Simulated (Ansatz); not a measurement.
**LaCoSi3 (I4mm): the equilibrium volume**

Aim: the volume at which the pressure of LaCoSi3 (I4mm) vanishes.

Method: DFT PBEsol, scalar-relativistic, plane waves, PAW, in Ansatz 0.2.0.

**1. The system as given**

It takes space group I4mm (No. 107, tetragonal). Conventional cell: a = 4.178 Å, b = 4.178 Å, c = 9.673 Å, α = 90.00°, β = 90.00°, γ = 90.00°. Co (site symmetry 4mm) is surrounded by 5 Si at 2.29 to 2.30 Å. La (site symmetry 4mm) is surrounded by 12 Si at 3.05 to 3.24 Å and 5 Co at 3.32 Å. Si (site symmetry 4mm) has 1 Co at 2.29 Å and 4 Si at 2.62 Å and 4 La at 3.05 Å in its first shell of neighbours. Si (site symmetry 2mm) is surrounded by 2 Co at 2.30 Å and 2 Si at 2.62 Å and 4 La at 3.15 to 3.24 Å.

Structure file:

```
CELL_PARAMETERS angstrom
-2.08915 2.08915 4.83638
2.08915 -2.08915 4.83638
2.08915 2.08915 -4.83638
ATOMIC_POSITIONS crystal
Co 0.66193 0.66193 0.00000
La 0.00496 0.00496 0.00000
Si 0.42530 0.42530 0.00000
Si 0.26141 0.76141 0.50000
Si 0.76141 0.26141 0.50000
```

The moments start at Co 1.50 μB.

**2. At the starting volume (PBEsol, 6×6×6 mesh)**

input.yaml

```yaml
crystal:
  lattice:
    - [-2.08915491, 2.08915491, 4.83638271]
    - [2.08915491, -2.08915491, 4.83638271]
    - [2.08915491, 2.08915491, -4.83638271]
  atoms:
    - { symbol: Co, position: [0.66192872, 0.66192872, 0.0], spin: 1.5 }
    - { symbol: La, position: [0.0049585, 0.0049585, 0.0] }
    - { symbol: Si, position: [0.42529671, 0.42529671, 0.0] }
    - { symbol: Si, position: [0.26140753, 0.76140753, 0.5] }
    - { symbol: Si, position: [0.76140753, 0.26140753, 0.5] }
basis:
  ecutwfc: 420
kpoints:
  mp_grid: { grid: [6, 6, 6] }
hamiltonian:
  xc: pbesol
scf:
  occupations: { method: gaussian, width: 0.1 }
  lower_state_search: "off"
output:
  forces: true
  stress: true
  eigenvalues: true
  populations: true
magnetization:
  spin_polarized: true
```

Launch:

```console
$ ansatz run input.yaml --threads 8 --pin off --max-ram 14336MiB --backend cpu --events-out ev --progress --plain --runs-dir out
```

What it wrote (excerpt; [...] marks lines left out):

```text
Warning: RAYON_NUM_THREADS=8 ignored (pool sized by the plan → 8); use --threads N
La: projections on atomic orbitals take those of the free atom [Kr 4d10] 4f0 5s2 5p6 5d1 6s2, of charge +0.00 (hamiltonian.pseudopotentials.projection_atoms); the dataset's partial waves leave at most 1.9e-5 of an orbital's norm unspanned inside its sphere
[...]
Pseudopotentials: kind: paw
Pseudopotential: Co, paw, valence charge 17, recommended cutoff 420 eV (normal), Co.paw.azcp
Pseudopotential: La, paw, valence charge 11, recommended cutoff 420 eV (normal), La.paw.azcp
Pseudopotential: Si, paw, valence charge 4, recommended cutoff 420 eV (normal), Si.paw.azcp
Functional definition: PBEsol
[...]
Crystal: 5 atoms, lattice volume = 84.435 Å³
Basis set: ecut = 420 eV, 1653 PW (Γ), exchange–correlation on 80×80×80 points (8 copies of the dense FFT grid, shifted against one another)
Bands: 26, of which v1, the nominal top of the filled ones, is band 20 counted from 1 (19 counted from 0)
Symmetry: 8 space group operations
Space group: I4mm (ITA 107), of the structure as read, at distance tolerance 4.4e-5 Å
Magnetic group: BNS 107.227 (UNI 887), of the structure as read, at distance tolerance 4.4e-5 Å
k-points: 30 of 216 (time reversal used)
[...]
Starting moments: Σ|m| = 1.5 μB on 1 of 5 sites
[...]
SCF iter   1: F=—  HF=-13123.528474 eV  |F-HF|=—  |Δ(HF+E_count)|=         —  Δρ=9.72e-2 (↑9.72e-2 ↓4.14e-2)  dr2=1.07e1  dr2_m=7.33e-1  M=0.526 μB ∫|m|=1.042 μB  β_m=0.30  ethr=3.10e-3  ⟨swp⟩=5.3  Hψ=6707  notcnv=0
[...]
WARN: the starting moments were not kept: the SCF closed with an absolute magnetisation of 1.0e-5 μB, where they sum to 1.5 μB in size (1 site). That is at most 0.1 of that sum. Measured as dr2_m measures the in/out step, that magnetisation stands 4.5e-11 eV from none, at or under the [...]
SCF converged after 17 iterations
Magnetization: 0.0000 μB (20.0000 up, 20.0000 down)
Absolute magnetization: 0.0000 μB (∫|ρ↑−ρ↓|, with the PAW one-centre terms)
Spin contamination: 0.0000 ħ² per cell (⟨S²⟩ above its minimum at these occupations)
Per-site moments (μB) at R_I (Å): [(-3.7083176023569908e-6, 0.9441654434821514), (5.275537166573384e-7, 1.2595026369471771), (1.5721595347390387e-6, 0.9441654434821514), (1.6010472926808356e-7, 0.9487916800014126), (1.601047291356908e-7, 0.9487916800014126)]
Free energy (F): -13122.563532 eV
[...]
E sigma→0 (E₀):  -13122.557792 eV
Entropy (-TS):   -0.011478 eV (-2.296 meV/atom)
Fermi energy:    12.416595 eV
[...]
--- Forces (eV/Å), atoms counted from 1 ---
  atom   1  Co    -0.00000000     0.00000000     0.09375381
  atom   2  La     0.00000000     0.00000000     0.00866882
  atom   3  Si    -0.00000000    -0.00000000     0.15016966
  atom   4  Si    -0.00000000    -0.00000000    -0.12629479
  atom   5  Si     0.00000000    -0.00000000    -0.12629479
[...]
--- Stress (GPa, compression-positive) ---
       -3.925264       0.000000       0.000000
        0.000000      -3.925264       0.000000
        0.000000       0.000000      -3.974827
  P = ⅓ Tr σ = -3.9418 GPa (-39.418 kbar)
--- Band table (eV; the first three rows and the last of 60) ---
[... band rows left out ...]
[...]
--- Löwdin populations: 5 sites ---
  site symbol       q [e]    m [muB]
     0     Co     16.5998    -0.0000
     1     La     11.0414     0.0000
     2     Si      4.0156     0.0000
     3     Si      3.9894     0.0000
     4     Si      3.9894     0.0000
  spilling = 0.009108 (of n_electrons = 40.000000)
```

Run time: 5 s. Hardware: 8 threads of Intel Xeon Platinum 8259CL at 2.50GHz (Skylake/Cascade Lake), shared host; peak memory 0.62 GiB.

This gives: volume 16.887 Å³/atom, pressure -3.94 GPa, a metal on this mesh, no moment left.

(Part 1 of 2 ends here.)
